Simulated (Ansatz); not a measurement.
# GaHI₂, SMILES [I][GaH][I]: vertical spin-state energies

Program: Ansatz's Python interface.

Typed at the interpreter:
```pycon
>>> import warnings
>>> import ansatz as az
>>> BASIS = "def2-SVP"
>>> LEVEL = "MP2"
>>> warnings.simplefilter("ignore", az.DeckWarning)
>>> mol = (
...     az.Crystal.molecule()
...     .atom("I", [-2.3688, 0.163, -0.7286])
...     .atom("Ga", [0.0783, 0.1545, -0.1341])
...     .atom("I", [1.4213, -1.6878, 1.0996])
...     .atom("H", [0.9246, 1.31, -0.2573])
... )
>>> calc = mol.calculation().basis(gaussian=BASIS).correlation(LEVEL)
>>> found = {}
>>> for unpaired in [0, 2]:
...     summary = calc.spin("collinear", total=unpaired).run().report
...     s = unpaired / 2
...     found[unpaired] = summary["free_energy_ev"]
...     print(f"2S+1 = {unpaired + 1}: E = {found[unpaired]:.5f} eV, <S^2> = {abs(summary['mean_field']['state']['spin_squared']):.3f} (pure state {s * (s + 1):.2f})")
...
2S+1 = 1: E = -68502.82538 eV, <S^2> = 0.000 (pure state 0.00)
2S+1 = 3: E = -68498.33974 eV, <S^2> = 2.011 (pure state 2.00)
>>> lowest = min(found, key=found.get)
>>> for unpaired, e in found.items():
...     print(f"multiplicity {unpaired + 1}: {23.060548 * (e - found[lowest]):.1f} kcal/mol above the lowest")
...
multiplicity 1: 0.0 kcal/mol above the lowest
multiplicity 3: 103.4 kcal/mol above the lowest
```

In order: multiplicity 1 (+0.00 eV) and multiplicity 3 (+4.49 eV), all at the one geometry.

Total energies depend on the basis set; only differences at equal settings carry meaning. The geometry is a force-field or estimated start, not a minimum of this method, and the basis set is short of its limit. All parts are taken at fixed geometry, without zero-point energy. def2 sets replace the cores of elements past krypton by effective core potentials. Spin-orbit coupling, which mixes and shifts the spin states of heavy atoms, is left out. S² is that of the Hartree-Fock reference. Timing: 37 s on 1 thread of Arm Neoverse V1 (shared host), peak memory 0.5 GiB.
